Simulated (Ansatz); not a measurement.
# AlAsH₆, SMILES [AlH3-][AsH3+]: a ladder of basis sets

Computed with the Ansatz DFT code, driven from Python.

Run as a notebook:

```python
import ansatz as az
```

```python
XC = 'PBE0'
```

```python
molecule = (
    az.Crystal.molecule()
    .atom('Al', [-0.3888, 0.111, -1.1163])
    .atom('As', [0.4238, -0.1732, 1.1348])
    .atom('H', [0.1179, -0.9744, -2.1032])
    .atom('H', [-1.9573, 0.0731, -1.1098])
    .atom('H', [0.0078, 1.5867, -1.6812])
    .atom('H', [1.2267, 1.119, 1.5636])
    .atom('H', [1.3958, -1.4166, 1.151])
    .atom('H', [-0.7337, -0.3826, 2.1053])
)
```

```python
model = molecule.calculation().functional(XC)
```

```python
energies = {}
for basis in ['cc-pVDZ', 'cc-pVTZ']:
    data = model.basis(gaussian=basis).run(threads=1).report
    size = data['n_frozen'] + data['n_occupied'][0] + data['n_virtual'][0]
    energies[basis] = (data['reference_energy_ev'] / 27.211386246, data['free_energy_ev'] / 27.211386246)
    print(f'{basis:14s} {size:4d} orbitals  reference {energies[basis][0]:14.6f} Ha  total {energies[basis][1]:14.6f} Ha')

last = energies['cc-pVTZ'][1]
for basis, (_, total) in energies.items():
    print(f'{basis:14s} lies {27.211386 * (total - last):9.4f} eV above cc-pVTZ')
```

    cc-pVDZ          75 orbitals  reference   -2481.408008 Ha  total   -2481.408008 Ha
    cc-pVTZ         161 orbitals  reference   -2481.494692 Ha  total   -2481.494692 Ha
    cc-pVDZ        lies    2.3588 eV above cc-pVTZ
    cc-pVTZ        lies    0.0000 eV above cc-pVTZ

Against cc-pVDZ: cc-pVTZ -86.7 mHa. The last step alone is -86.68 mHa. From the first set to the last the time grows from 2.1 to 3.7 s.

Reading the output:
- The settings weren't tested for convergence.
- The geometry is a force-field or estimated start, not a minimum of this method, and the last set is no limit. Much of the fall in a total is atomic energy, which cancels in bond and reaction energies.
- For Al to Cl the sets with a tight d function, cc-pV(X+d)Z, are usual.
- It ran for 6.2 s on 1 thread of Arm Neoverse V2 (shared host), peak memory 0.37 GiB.
